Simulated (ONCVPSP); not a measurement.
# Pseudopotential generation for magnesium: ONCV, LDA (Perdew-Wang 92)

Task: generate the file, and judge it by its errors in other configurations, its logarithmic derivatives, its ghosts and its cutoff.

The numbers are computed with ONCVPSP 4.0.1 (LDA (Perdew-Wang 92), scalar-relativistic, spin-unpolarised reference atom).

## Step 1: The atom and the settings

The settings as typed:

* element: magnesium (Mg, Z = 12)
* type: optimised norm-conserving Vanderbilt (ONCV)
* frozen core: [He]
* valence charge: 10
* reference configuration: 2s2 2p6 3s2
* partial waves: 2s+3s: rc 1.25 bohr, ncon 5, nbas 8, qcut 8.9 1/bohr, 2 projectors; 2p: rc 1.20 bohr, ncon 5, nbas 8, qcut 10.3 1/bohr, 2 projectors, debl 1.7 Ha; d scattering state at 0.4 Ha: rc 1.20 bohr, ncon 5, nbas 9, qcut 7.2 1/bohr, local
* local potential: the d channel
* core correction: Teter function fitted to the true core (icmod 2), fcfact 0.3

The nodes and maxima of the atom's own shells, from an earlier all-electron run, set the scale for the radii.

All-electron outer shells of the reference configuration (LDA (PZ), scalar-relativistic, ld1.x):

```
shell  level (eV)  outermost node (bohr)  outermost maximum (bohr)
   1s    -1253.43                      –                      0.09
   2s      -79.28                   0.18                      0.55
   2p      -46.72                      –                      0.48
   3s       -4.79                   0.90                      2.53
   3p       -1.38                   0.96                      3.50
```

## Step 2: Generation

Contents of Mg.dat:

```
# ATOM AND REFERENCE CONFIGURATION
# atsym  z   nc   nv     iexc    psfile
  Mg 12.00    1    3  -001012      upf
#
#   n    l    f
    1    0    2.00
    2    0    2.00
    2    1    6.00
    3    0    2.00
#
# PSEUDOPOTENTIAL AND OPTIMIZATION
# lmax
    2
#
#   l,   rc,      ep,       ncon, nbas, qcut
    0    1.25    0.00    5    8    8.90
    1    1.20    0.00    5    8   10.30
    2    1.20    0.40    5    9    7.20
#
# LOCAL POTENTIAL
# lloc, lpopt,  rc(5),   dvloc0
    2    5    1.20    0.00
#
# VANDERBILT-KLEINMAN-BYLANDER PROJECTORs
# l, nproj, debl
    0    2    1.20
    1    2    1.70
    2    0    1.90
#
# MODEL CORE CHARGE
# icmod, fcfact, rcfact
    2    0.30    1.00
#
# LOG DERIVATIVE ANALYSIS
# epsh1, epsh2, depsh
   -4.00    5.00    0.02
#
# OUTPUT GRID
# rlmax, drl
    6.00    0.01
#
# TEST CONFIGURATIONS
# ncnf
    4
# nvcnf
#   n    l    f
    3
    2    0    2.00
    2    1    6.00
    3    0    1.00
#
    3
    2    0    2.00
    2    1    6.00
    3    0    0.00
#
    3
    2    0    2.00
    2    1    6.00
    3    0    1.50
#
    4
    2    0    2.00
    2    1    6.00
    3    0    0.00
    3    1    1.00
#
```

Run with:

```sh
oncvpsp.x < Mg.dat > Mg.out
```

Q: Predict the outcome of this session. Wanted: cutoffs for 1 and 0.1 mHa per electron, occupied waves; bound ghosts; GHOST(+) flags; largest test error; largest phase difference near zero energy, channels read; rms error of d²Exc/dn², without and with the model core; projector energies reset by the program.

**Answer**, as computed:

| quantity | value |
| --- | --- |
| cutoffs for 1 and 0.1 mHa per electron, occupied waves | 54 Ha and 124 Ha |
| bound ghosts | none found |
| GHOST(+) flags | none at low energy |
| largest test error (AE − PS) | -1.9 meV, for 2s2 2p6 3s0 |
| largest phase difference near zero energy, channels read | 0.000 rad |
| rms error of d²Exc/dn², without and with the model core | 2.16 and 1.08 mHa |
| projector energies reset by the program | p: -1.717, 0.250 Ha |

In words: By total energies transferability is very good: the largest error is 1.9 meV on 23.1 eV, for 2s2 2p6 3s0. By its cutoff, 54 Ha for the looser tolerance, it is hard. At the looser tolerance the 2p wave is the slowest; 2s needs 20 Ha. The program's ghost test flags no bound state. Near zero energy the phases of the channels with partial waves agree within 0.001 rad. These are tests on the free atom; a crystal test is still owed.
